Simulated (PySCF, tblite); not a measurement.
**C₄H₁₀O₂Si₂: geometry, infrared bands and NMR shifts**

What infrared bands and NMR shifts should C₄H₁₀O₂Si₂ (`CC[C@@H]1[SiH2]O[SiH2]C1=O`) show?

Computed with tblite 0.8.0 and PySCF 2.14.0, with density-fitted response routines of our own, on a single molecule in the gas phase. Atoms are numbered from 0 throughout.

## Step 1: The molecule as given

18 atoms, charge 0, multiplicity 1; geometry from: force field or distance geometry start.

Bonds of the start (Å): C0–C1 1.55, C1–C2 1.48, C2–Si3 1.86, Si3–O4 1.72, O4–Si5 1.73, Si5–C6 1.87, C6–O7 1.22, C6–C2 1.48, C0–H8 1.12, C0–H9 1.11, C0–H10 1.09, C1–H11 1.10, C1–H12 1.13, C2–H13 1.12, Si3–H14 1.47, Si3–H15 1.48, Si5–H16 1.44, Si5–H17 1.46.

## Step 2: Relaxing the molecule with GFN2-xTB

Job settings and geometry (Å):

```
{"job": {"kind": "relax", "xc": "GFN2-xTB", "basis": "xTB"}, "charge": 0, "multiplicity": 1}
C      2.304000     0.010800     0.286000
C      1.258600    -0.408300    -0.776300
C      0.005400     0.267500    -0.372600
Si    -0.485100    -0.287200     1.329000
O     -2.198000    -0.206800     1.378200
Si    -2.651300     0.390600    -0.178800
C     -1.165400     0.030000    -1.251800
O     -1.210000    -0.330800    -2.418500
H      1.787800     0.614200     1.074100
H      3.070700     0.654300    -0.200600
H      2.727200    -0.869000     0.775300
H      1.639600    -0.120200    -1.766000
H      1.209500    -1.532400    -0.695300
H      0.234100     1.365100    -0.326700
H      0.138500     0.637000     2.291300
H      0.013600    -1.656600     1.581600
H     -3.780600    -0.378800    -0.633900
H     -2.907400     1.826900    -0.106700
```

Run with:

```bash
$ OMP_NUM_THREADS=1 python probes_run.py task.json out
```

One launch serves the whole session: the jobs run in the order shown.

**Question.** This job is followed by: GFN2-xTB harmonic vibrations, gas phase; GIAO PBE0/pcSseg-1 NMR shielding, non-relativistic, gas phase. Predict these results of the whole session: strongest single infrared mode (GFN2-xTB); zero-point energy (GFN2-xTB); 13C shifts against TMS (PBE0/pcSseg-1); 1H shifts against TMS (PBE0/pcSseg-1, means over atoms taken as alike); 29Si shifts against TMS (PBE0/pcSseg-1); 17O shifts against H2O (PBE0/pcSseg-1).

**Answer**, as computed:

| quantity | value |
| --- | --- |
| strongest single infrared mode (GFN2-xTB) | 2314 cm⁻¹, 462 km/mol |
| zero-point energy (GFN2-xTB) | 81.1 kcal/mol |
| 13C shifts against TMS (PBE0/pcSseg-1) | 249.1, 57.0, 21.2, 16.9 ppm |
| 1H shifts against TMS (PBE0/pcSseg-1, means over atoms taken as alike) | 5.70, 5.23, 5.05, 4.70, 2.19, 2.17, 1.26, 0.90 ppm |
| 29Si shifts against TMS (PBE0/pcSseg-1) | -5.7, -43.2 ppm |
| 17O shifts against H2O (PBE0/pcSseg-1) | 840.8, 24.6 ppm |

What this shows: The optimisation took 118 steps and gained 1.116 eV; among the close pairs (by a distance rule), O4–Si5 changed most, from 1.728 to 1.642 Å. All 48 modes are real, so the xTB geometry is a minimum. The strongest single mode, at 2314 cm⁻¹, moves mainly H17. GFN2-xTB is a fitted tight-binding method: band positions and strengths are rough. Its intensities can rank the bands wrongly. At PBE0/pcSseg-1: Shielding is most anisotropic at O7 (span 1827 ppm, paramagnetic term -905 ppm).
